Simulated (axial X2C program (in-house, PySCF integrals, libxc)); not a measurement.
**A two-component session on WC⁻: EOM-EA-CCSD levels**

Aim: EOM-EA-CCSD levels of WC⁻, with spin–orbit coupling in the Hamiltonian from the start.

Method: two-component X2C with atomic mean-field terms, W dyall-acv3z, C dyall-av3z; program: an in-house X2C program for linear molecules on PySCF integrals.

All values are calculated.

## 1. Input

Input file task.json:

```json
{
 "zs": [
  74,
  6
 ],
 "q": -1,
 "bas": [
  "dyall-acv3z",
  "dyall-av3z"
 ],
 "r0": 1.87,
 "eom": "ea",
 "thr": -2.0,
 "nmax": 92,
 "grid": [
  1,
  0.96,
  1.045,
  0.92,
  1.09,
  1.15
 ],
 "rq": 0
}
```

Keys: zs atomic numbers; q charge; bas basis sets; r0 starting distance in Å; eom kind of EOM run; thr threshold in hartree for freezing inner shells (an s shell follows its p shell); nmax most natural virtual spinors; grid distances as factors.

On the command line:

```sh
python soeom.py task.json out
```

The runs that follow: EOM-EA-CCSD at 1.693 Å.

What does the calculation give? Wanted: next root led by one particle; T1 of the reference.

As calculated:

| quantity | value |
| --- | --- |
| lowest root at 1.693 Å | Ω = 3/2, 2.283 eV |
| next root led by one particle | Ω = 5/2, about 3260 cm⁻¹ higher |
| T1 of the reference | 0.037 |

The added electron is bound by 2.28 eV in a spinor of 89% W dδ. The closed-shell reference lies 0.87 eV above the lowest determinant found, so these energies count from an excited configuration. Errors of 0.1 to 0.3 eV are usual at this size, and roots led by higher excitations are left out, so the list is incomplete, and low states of that kind can be missing. T1 or the largest double amplitude of the reference is raised, which lowers the reliability.
